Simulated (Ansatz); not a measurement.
**C7H6N2: geometry at several levels**

Wanted for C7H6N2: geometry at several levels.

Computed with Ansatz 0.2.0 (the levels named in each step, unless a step's input says otherwise).

## 1. The starting structure

Bond lengths (14 of 16 bonds, heavy atoms first): C1–C2 1.348 Å, C2–C3 1.485 Å, C3–C4 1.471 Å, C4–N5 1.301 Å, N5–C6 1.383 Å, C6–N7 1.299 Å, C4–C8 1.466 Å, N7–C8 1.374 Å, C1–C9 1.428 Å, C8–C9 1.357 Å, C1–H10 1.080 Å, C2–H11 1.080 Å, C3–H12 1.092 Å, C3–H13 1.102 Å. Angles (14 of 26 angles, heavy atoms first): C1–C2–C3 123.5°, C2–C1–C9 122.4°, C2–C3–C4 112.8°, C3–C4–N5 130.0°, C3–C4–C8 121.0°, N5–C4–C8 109.0°, C4–N5–C6 103.6°, N5–C6–N7 116.8°, C6–N7–C8 103.9°, C4–C8–N7 106.7°, C4–C8–C9 121.4°, N7–C8–C9 131.9°, C1–C9–C8 118.8°, C1–C2–H11 120.3°.

As a file:

```xyz
15

C    -1.8321    1.1945    0.4023
C    -2.1879   -0.1028    0.4800
C    -1.2396   -1.2270    0.2764
C     0.1263   -0.7723   -0.0262
N     1.2027   -1.4618   -0.2706
C     2.1687   -0.4945   -0.4827
N     1.7885    0.7439   -0.3915
C     0.4502    0.6562   -0.0935
C    -0.4963    1.6063    0.1112
H    -2.5712    1.9658    0.5617
H    -3.2097   -0.3752    0.7015
H    -1.6006   -1.8784   -0.5219
H    -1.2266   -1.8653    1.1744
H     3.1782   -0.7800   -0.7123
H    -0.2566    2.6572    0.0543
```

## 2. A rough first relaxation, PBE-D4/def2-SVP

The input, input.yaml:

```yaml
crystal:
  periodic: [false, false, false]
  atoms:
    - { symbol: C, position_ang: [-1.83212, 1.19453, 0.40227] }
    - { symbol: C, position_ang: [-2.18794, -0.10284, 0.48004] }
    - { symbol: C, position_ang: [-1.23964, -1.22703, 0.27641] }
    - { symbol: C, position_ang: [0.12626, -0.7723, -0.02621] }
    - { symbol: "N", position_ang: [1.20267, -1.4618, -0.27059] }
    - { symbol: C, position_ang: [2.16866, -0.49449, -0.48265] }
    - { symbol: "N", position_ang: [1.78852, 0.7439, -0.39152] }
    - { symbol: C, position_ang: [0.45023, 0.65621, -0.09346] }
    - { symbol: C, position_ang: [-0.49631, 1.60627, 0.1112] }
    - { symbol: H, position_ang: [-2.57123, 1.96578, 0.56172] }
    - { symbol: H, position_ang: [-3.20967, -0.37516, 0.70154] }
    - { symbol: H, position_ang: [-1.60063, -1.87845, -0.5219] }
    - { symbol: H, position_ang: [-1.22659, -1.86528, 1.17439] }
    - { symbol: H, position_ang: [3.17823, -0.78001, -0.71233] }
    - { symbol: H, position_ang: [-0.25656, 2.65717, 0.05432] }
basis:
  gaussian: { orbitals: def2-SVP }
hamiltonian:
  xc: pbe
  dispersion: d4
relax:
  f_tol: 0.03
  max_steps: 200
```

On the command line:

```sh
$ ansatz run input.yaml --threads 4 --pin off --max-ram 10240MiB --backend cpu --events-out ev --progress --plain --runs-dir out
```

The runs that follow: Relaxation, HF/STO-3G; Relaxation, HF/6-31G*; Relaxation, LDA/def2-SVP; Relaxation, PBE-D4/def2-SVP.

Before running it: what results should come out? Wanted: C1–C2 at PBE-D4/def2-SVP; C1–C9 at PBE-D4/def2-SVP; C2–C3 at PBE-D4/def2-SVP.

The runs gave:

| quantity | value |
| --- | --- |
| C1–C2 at PBE-D4/def2-SVP | 1.368 Å |
| C1–C9 at PBE-D4/def2-SVP | 1.448 Å |
| C2–C3 at PBE-D4/def2-SVP | 1.496 Å |

**Reading.** The C–C distance spreads over 0.046 Å, from HF/STO-3G (shortest) to PBE-D4/def2-SVP.
